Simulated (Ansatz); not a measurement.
# CH6AlO2PSi: the cost of one run

All numbers below are computed with Ansatz 0.2.0 (RKS B3LYP/def2-SVP).

### 1 Starting point

Bond lengths: P1–Al2 2.327 Å, Al2–C3 1.935 Å, C3–O4 1.445 Å, Al2–Si5 2.659 Å, O4–Si5 1.799 Å, Al2–O6 1.808 Å, Si5–O6 1.737 Å, P1–H7 1.459 Å, P1–H8 1.400 Å, C3–H9 1.113 Å, C3–H10 1.152 Å, Si5–H11 1.457 Å, Si5–H12 1.457 Å. Angles (14 of 27 angles, heavy atoms first): P1–Al2–C3 115.6°, P1–Al2–Si5 122.7°, P1–Al2–O6 119.5°, C3–Al2–Si5 65.0°, C3–Al2–O6 102.4°, Si5–Al2–O6 40.4°, Al2–C3–O4 112.6°, C3–O4–Si5 102.6°, Al2–Si5–O4 76.0°, Al2–Si5–O6 42.4°, O4–Si5–O6 110.8°, Al2–O6–Si5 97.2°, Al2–P1–H7 92.2°, Al2–P1–H8 93.7°.

Structure file:

```xyz
12

P    -2.2088   -0.8570    1.5202
Al   -0.6831    0.7305    0.7661
C     1.1771    0.2053    0.8471
O     1.8780    0.4480   -0.3935
Si    0.5367    0.5459   -1.5890
O    -0.8294    1.3796   -0.9147
H    -2.7244   -1.0817    0.1735
H    -1.2714   -1.8962    1.5104
H     1.2951   -0.8553    1.1645
H     1.7271    0.8130    1.6563
H     0.1348   -0.7972   -1.9866
H     1.0454    1.3100   -2.7201
```

### 2 Relaxing end A

input.yaml reads:

```yaml
crystal:
  periodic: [false, false, false]
  atoms:
    - { symbol: P, position_ang: [-2.2088, -0.857, 1.5202] }
    - { symbol: Al, position_ang: [-0.6831, 0.7305, 0.7661] }
    - { symbol: C, position_ang: [1.1771, 0.2053, 0.8471] }
    - { symbol: O, position_ang: [1.878, 0.448, -0.3935] }
    - { symbol: Si, position_ang: [0.5367, 0.5459, -1.589] }
    - { symbol: O, position_ang: [-0.8294, 1.3796, -0.9147] }
    - { symbol: H, position_ang: [-2.7244, -1.0817, 0.1735] }
    - { symbol: H, position_ang: [-1.2714, -1.8962, 1.5104] }
    - { symbol: H, position_ang: [1.2951, -0.8553, 1.1645] }
    - { symbol: H, position_ang: [1.7271, 0.813, 1.6563] }
    - { symbol: H, position_ang: [0.1348, -0.7972, -1.9866] }
    - { symbol: H, position_ang: [1.0454, 1.31, -2.7201] }
basis:
  gaussian: { orbitals: def2-SVP }
hamiltonian:
  xc: b3lyp
relax:
  f_tol: 0.015
  max_steps: 40
output:
  orbitals: {}
```

Launch:

```console
> ansatz run input.yaml --threads 2 --pin off --max-ram 3072MiB --backend cpu --events-out ev --progress --plain --runs-dir out
```

Q: Estimate wall time and peak memory on 2 threads of Arm Neoverse N1, shared host.

About 2.7 min, with a peak of 0.32 GiB.
